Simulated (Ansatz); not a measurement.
# MgCdF4: the cost of one run

Program: Ansatz 0.2.0. Level of theory: DFT PBE, scalar-relativistic, plane waves, PAW. These are calculated values, not measurements.

## Step 1: The starting structure

The structure is tetragonal, space group P4/mmm (No. 123). Conventional cell: a = 4.259 Å, b = 4.259 Å, c = 4.904 Å, α = 90.00°, β = 90.00°, γ = 90.00°. Mg (site symmetry 4/mmm) is surrounded by 8 F at 2.69 Å and 4 Cd at 3.01 Å. Cd (site symmetry 4/mmm) has 4 Mg at 3.01 Å and 8 F at 3.11 Å as nearest neighbours. F (site symmetry m2m) has 2 F at 1.55 Å as nearest neighbours.

As a file:

```
CELL_PARAMETERS angstrom
4.25910 0.00000 0.00000
0.00000 4.25910 0.00000
0.00000 0.00000 4.90403
ATOMIC_POSITIONS crystal
Mg 0.50000 0.50000 0.50000
Cd 0.00000 0.00000 0.50000
F 0.68240 0.68240 0.00000
F 0.31760 0.31760 0.00000
F 0.31760 0.68240 0.00000
F 0.68240 0.31760 0.00000
```

The cell is invented: random cell by space group and Wyckoff sites (P4/mmm, No. 123). The dimensions are guesses.

## Step 2: The guess as it stands, on a coarse mesh

The input, input.yaml:

```yaml
crystal:
  lattice:
    - [4.2591048, 0.0, 0.0]
    - [0.0, 4.2591048, 0.0]
    - [0.0, 0.0, 4.9040289]
  atoms:
    - { symbol: Mg, position: [0.5, 0.5, 0.5] }
    - { symbol: Cd, position: [0.0, 0.0, 0.5] }
    - { symbol: F, position: [0.682398, 0.682398, 0.0] }
    - { symbol: F, position: [0.317602, 0.317602, 0.0] }
    - { symbol: F, position: [0.317602, 0.682398, 0.0] }
    - { symbol: F, position: [0.682398, 0.317602, 0.0] }
basis:
  ecutwfc: 420
kpoints:
  mp_grid: { grid: [4, 4, 4] }
hamiltonian:
  xc: pbe
scf:
  occupations: { method: gaussian, width: 0.1 }
  lower_state_search: "off"
output:
  forces: true
  stress: true
  eigenvalues: true
```

Started as:

```console
ansatz run input.yaml --threads 1 --pin off --max-ram 2560MiB --backend cpu --events-out ev --progress --plain --runs-dir out
```

Q: Estimate wall time and peak memory on 1 thread of Arm Neoverse V1, shared host.

About 3.1 s, with a peak of 0.35 GiB.
